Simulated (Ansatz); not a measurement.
What does this script print? It uses Ansatz 0.2.0, Python API.

The script, `c4h9clge_energy.py`:
```python
# -*- coding: utf-8 -*-
from dataclasses import dataclass

import ansatz as az
import numpy as np


@dataclass(frozen=True)
class RunConfig:
    basis_set: str = "cc-pVDZ"
    functional: str = "pbe0"


cfg = RunConfig()

molecule = (
    az.Crystal.molecule()
    .atom("C", [2.3901, 0.4344, -0.6011])
    .atom("C", [1.5067, -0.3726, -0.0155])
    .atom("Ge", [-0.3678, -0.2399, -0.4255])
    .atom("C", [-1.0081, 1.5408, 0.0221])
    .atom("C", [-1.3576, -1.5669, 0.5959])
    .atom("Cl", [-1.1165, -1.2864, 2.3354])
    .atom("H", [2.069, 1.1814, -1.3201])
    .atom("H", [3.445, 0.3504, -0.3616])
    .atom("H", [1.8415, -1.115, 0.7016])
    .atom("H", [-0.5816, -0.4953, -1.9389])
    .atom("H", [-0.8348, 1.7358, 1.1003])
    .atom("H", [-2.0935, 1.6082, -0.1967])
    .atom("H", [-0.4606, 2.2927, -0.5823])
    .atom("H", [-2.4374, -1.4865, 0.3549])
    .atom("H", [-0.9943, -2.5811, 0.3315])
)

setup = molecule.calculation().basis(gaussian=cfg.basis_set).functional(cfg.functional).forces()
print(setup.to_yaml())
out = setup.run()
summary = out.report

print("reference energy %16.6f eV" % summary["reference_energy_ev"])
print("total energy     %16.6f eV" % summary["free_energy_ev"])
print("occupied orbitals outside the frozen core (up, down):", summary["n_occupied"], " frozen:", summary["n_frozen"], " virtual:", summary["n_virtual"])

symbols = [site.symbol for site in molecule.cartesian_sites]
print("forces (eV/A)")
for symbol, f in zip(symbols, summary["forces_ev_ang"]):
    print(f"  {symbol:2s} {f[0]:9.4f} {f[1]:9.4f} {f[2]:9.4f}")

charges = summary["charge_distribution"]
dipole = np.array(charges["dipole_moment_e_ang"]) * 4.803205
print("dipole (D): {:.3f} {:.3f} {:.3f}, length {:.3f}".format(*dipole, np.linalg.norm(dipole)))
print("atom  Mulliken   Lowdin")
for symbol, m, l in zip(symbols, charges["mulliken_charges_e"], charges["lowdin_charges_e"]):
    print(f"{symbol:4s} {m:9.3f} {l:8.3f}")
```

`python c4h9clge_energy.py` gives:
```text
crystal:
  periodic: [false, false, false]
  atoms:
    - { symbol: C, position_ang: [2.3901, 0.4344, -0.6011] }
    - { symbol: C, position_ang: [1.5067, -0.3726, -0.0155] }
    - { symbol: Ge, position_ang: [-0.3678, -0.2399, -0.4255] }
    - { symbol: C, position_ang: [-1.0081, 1.5408, 0.0221] }
    - { symbol: C, position_ang: [-1.3576, -1.5669, 0.5959] }
    - { symbol: Cl, position_ang: [-1.1165, -1.2864, 2.3354] }
    - { symbol: H, position_ang: [2.069, 1.1814, -1.3201] }
    - { symbol: H, position_ang: [3.445, 0.3504, -0.3616] }
    - { symbol: H, position_ang: [1.8415, -1.115, 0.7016] }
    - { symbol: H, position_ang: [-0.5816, -0.4953, -1.9389] }
    - { symbol: H, position_ang: [-0.8348, 1.7358, 1.1003] }
    - { symbol: H, position_ang: [-2.0935, 1.6082, -0.1967] }
    - { symbol: H, position_ang: [-0.4606, 2.2927, -0.5823] }
    - { symbol: H, position_ang: [-2.4374, -1.4865, 0.3549] }
    - { symbol: H, position_ang: [-0.9943, -2.5811, 0.3315] }
basis:
  gaussian:
    orbitals: cc-pVDZ
hamiltonian:
  xc: pbe0
output:
  forces: true

reference energy    -73318.028474 eV
total energy        -73318.028474 eV
occupied orbitals outside the frozen core (up, down): [41, 41]  frozen: 0  virtual: [105, 105]
forces (eV/A)
  C    -0.0556   -0.3133    0.2742
  C    -0.0682    0.0505   -0.1631
  Ge   -0.0275    0.3720   -0.3082
  C    -0.1791    0.2394    0.0766
  C    -0.3130   -0.4232   -0.5274
  Cl   -0.0394   -0.0709    0.3003
  H     0.1072    0.2941   -0.2603
  H     0.4042    0.1755   -0.0784
  H     0.1854   -0.2465    0.2729
  H    -0.0737   -0.0744   -0.0067
  H    -0.0751   -0.0113   -0.3417
  H     0.3000    0.1190    0.0721
  H    -0.2102   -0.1580    0.2117
  H     0.2826   -0.1688    0.2317
  H    -0.2378    0.2159    0.2463
dipole (D): 0.007 0.141 -1.297, length 1.304
atom  Mulliken   Lowdin
C       -0.023   -0.003
C       -0.212   -0.098
Ge       0.443    0.128
C       -0.275   -0.098
C       -0.286   -0.241
Cl      -0.122    0.199
H        0.040    0.017
H        0.044    0.014
H        0.030    0.020
H       -0.061   -0.056
H        0.079    0.030
H        0.065    0.028
H        0.067    0.028
H        0.104    0.017
H        0.106    0.017
```

Caveats:
- Total energies depend on the basis set; only differences at equal settings carry meaning.
- The geometry is a force-field or estimated start, not a minimum of this method, and the basis set is short of its limit.
- The Löwdin charges here are taken after orthogonalising the functions within each atom; they differ from plain Löwdin charges, and their signs can be unphysical.
- Wall time of the script: 12 s on 1 thread of Intel(R) Xeon(R) Platinum 8375C CPU @ 2.90GHz (Ice Lake), on a shared host, peak memory 0.47 GiB.

(A comment or docstring line of the script was reworded after the run, the code is as it ran; lines on the test bed's own set-up are left out of the output.)
